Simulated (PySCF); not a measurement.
# C4H7NSi (Cyclopropyl Cyanosilane): the cost of one run

The runs use PySCF 2.14.0, with density-fitted response routines of our own; the level of theory stands in each step. All values are computed, except where a source is named. Atoms are numbered from 0 throughout.

### 1 The molecule as given

13 atoms, charge 0, multiplicity 1; geometry from: GFN2-xTB. The atoms were then displaced at random by about 0.03 Å, so the start is not that level's minimum.

Bonds of the start (Å): N0–C1 1.13, C1–Si2 1.89, Si2–C3 1.74, C3–C4 1.55, C4–C5 1.50, C5–C3 1.54, Si2–H6 1.44, Si2–H7 1.52, C3–H8 1.14, C4–H9 1.06, C4–H10 1.09, C5–H11 1.11, C5–H12 1.11.

### 2 Optimising the geometry at PBE0-D3(BJ)/def2-SVP

The job: settings as JSON, then the geometry in Å.

```
{"job": {"xc": "PBE0", "basis": "def2-SVP", "d3": "d3bj", "grid": 1, "shake": 0.03, "kind": "geom"}, "charge": 0, "multiplicity": 1}
N      2.536630     1.763630    -0.153080
C      1.968060     0.808990    -0.362290
Si     1.102010    -0.840020    -0.662480
C     -0.464480    -0.679180     0.085030
C     -1.363450     0.568000    -0.075990
C     -0.836290     0.207010     1.284260
H      1.156330    -1.053010    -2.085100
H      2.023290    -1.807650     0.056930
H     -1.161290    -1.578510     0.118890
H     -0.902930     1.420070    -0.514460
H     -2.444250     0.500830    -0.193710
H      0.012820     0.766970     1.720690
H     -1.604590    -0.128250     2.010870
```

Started as:

```bash
$ OMP_NUM_THREADS=1 python probes_run.py task.json out
```

The driver reads the jobs from task.json and runs them one after another.

**Question.** How long does this first job take on 1 thread of Arm Neoverse V2, shared host, and how much memory does it need?

About 36 s, with a peak of 0.47 GiB.
